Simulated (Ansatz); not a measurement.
**ZnB4: properties of a relaxed candidate**

The task, for ZnB4: see whether it has a gap, which orbitals make up the states near it and how charge is shared.

Program: Ansatz 0.2.0. Level of theory: DFT PBE, scalar-relativistic, plane waves, PAW. These are calculated values, not measurements.

## (1) The system as given

Symmetry: P1, No. 1, triclinic system. The conventional cell has a = 3.576 Å, b = 3.734 Å, c = 8.345 Å, α = 87.40°, β = 87.49°, γ = 64.08°. Zn (site symmetry 1) has 7 B at 2.17 to 2.41 Å as nearest neighbours. Around Zn (site symmetry 1) lie 8 B at 2.21 to 2.39 Å. B (site symmetry 1) has 3 B at 1.64 to 1.68 Å and 3 Zn at 2.17 to 2.22 Å as nearest neighbours. Around B (site symmetry 1) lie 3 B at 1.66 to 1.71 Å and 2 Zn at 2.21 to 2.29 Å. B (site symmetry 1) is surrounded by 4 B at 1.64 to 1.79 Å and 2 Zn at 2.34 to 2.35 Å. B (site symmetry 1) has 5 B at 1.69 to 2.43 Å and 1 Zn at 2.39 Å as nearest neighbours. B (site symmetry 1) has 3 B at 1.66 to 1.73 Å and 2 Zn at 2.24 to 2.31 Å as nearest neighbours. Around B (site symmetry 1) lie 3 B at 1.63 to 1.66 Å and 3 Zn at 2.22 to 2.29 Å. Only part of the 10 independent sites is listed.

As a file:

```xyz
10
Lattice="3.5763 -0.0100 0.0002 1.6414 3.3534 -0.0091 0.3663 0.2656 8.3323" Properties=species:S:1:pos:R:3 pbc="T T T"
Zn    3.3016    3.1162    3.4250
Zn    3.8274    0.5114    8.0257
B     3.4466    0.9284    3.0584
B     2.3048    1.9254    7.0668
B     2.5431    1.0523    1.6965
B     3.5164    1.6100    5.9285
B     3.4960    0.4371    4.6617
B     1.6591    1.4202    0.3501
B     0.7514    1.1376    1.6755
B     1.4327    2.5532    5.7374
```

The cell was relaxed beforehand at this level, from an invented guess; it needn't be the stable form of this composition. At a tolerance of 0.05 Å it has space group P1 (No. 1); it has 10.01 Å³/atom, an uncorrected energy of +0.45 eV/atom over the elements.

## (2) Bands, states and charges

Contents of input.yaml:

```yaml
crystal:
  lattice:
    - [3.5763424939, -0.0100049281, 0.000154235]
    - [1.6414325596, 3.3534112691, -0.0091236897]
    - [0.3663470278, 0.2656053546, 8.3322779805]
  atoms:
    - { symbol: Zn, position: [0.4688078806, 0.8980258032, 0.4120290621] }
    - { symbol: Zn, position: [0.9352675355, 0.0789878439, 0.9632780736] }
    - { symbol: B, position: [0.8112840436, 0.2501799023, 0.3673136351] }
    - { symbol: B, position: [0.3244179743, 0.5078999545, 0.8486747044] }
    - { symbol: B, position: [0.5528266136, 0.2993091897, 0.2039192258] }
    - { symbol: B, position: [0.7148678234, 0.42583736, 0.7119614212] }
    - { symbol: B, position: [0.8795276031, 0.0886534988, 0.5595574958] }
    - { symbol: B, position: [0.2663576888, 0.4209273484, 0.0424735099] }
    - { symbol: B, position: [0.0410466688, 0.3233906186, 0.2014433332] }
    - { symbol: B, position: [0.0055961684, 0.7067884808, 0.6893495391] }
basis:
  ecutwfc: 420
kpoints:
  mp_grid: { grid: [12, 12, 6] }
  band_path:
    path:
      - [[0.0, 0.0, 0.0], [-0.5, 0.0, 0.0]]
      - [[0.0, 0.0, -0.5], [0.0, 0.0, 0.0], [0.0, -0.5, 0.0]]
      - [[-0.5, -0.5, -0.5], [0.0, 0.0, 0.0], [0.0, -0.5, -0.5]]
      - [[-0.5, -0.5, 0.0], [0.0, 0.0, 0.0], [-0.5, 0.0, -0.5]]
    npoints: 14
hamiltonian:
  xc: pbe
scf:
  occupations: { method: gaussian, width: 0.1 }
  n_extra_bands: 25
output:
  forces: true
  stress: true
  eigenvalues: true
  populations: true
  dos: { projected: true, de: 0.02, nscf_kmesh: { grid: [15, 15, 8] } }
  bader: true
  write_density: true
  write_potential: true
  elf: true
  volumetric_format: npy
```

Run with:

```sh
> ansatz run input.yaml --threads 1 --pin off --max-ram 2560MiB --backend cpu --events-out ev --progress --plain --runs-dir out
```

Q: Predict the outcome of this session. Wanted: gap; states at the Fermi level; Bader charges.

The runs gave:

| quantity | value |
| --- | --- |
| gap | none (metal) |
| states at the Fermi level | 1.59 per eV per cell |
| Bader charges | Zn +0.69 to +0.72, B -0.38 to +0.02 e |

**Reading.** It comes out metallic. Of the projected weight within 0.25 eV of the Fermi level, the largest part is B 2p (85 %). Bader charges reach 0.7 e, so charge transfer in this metal is moderate.
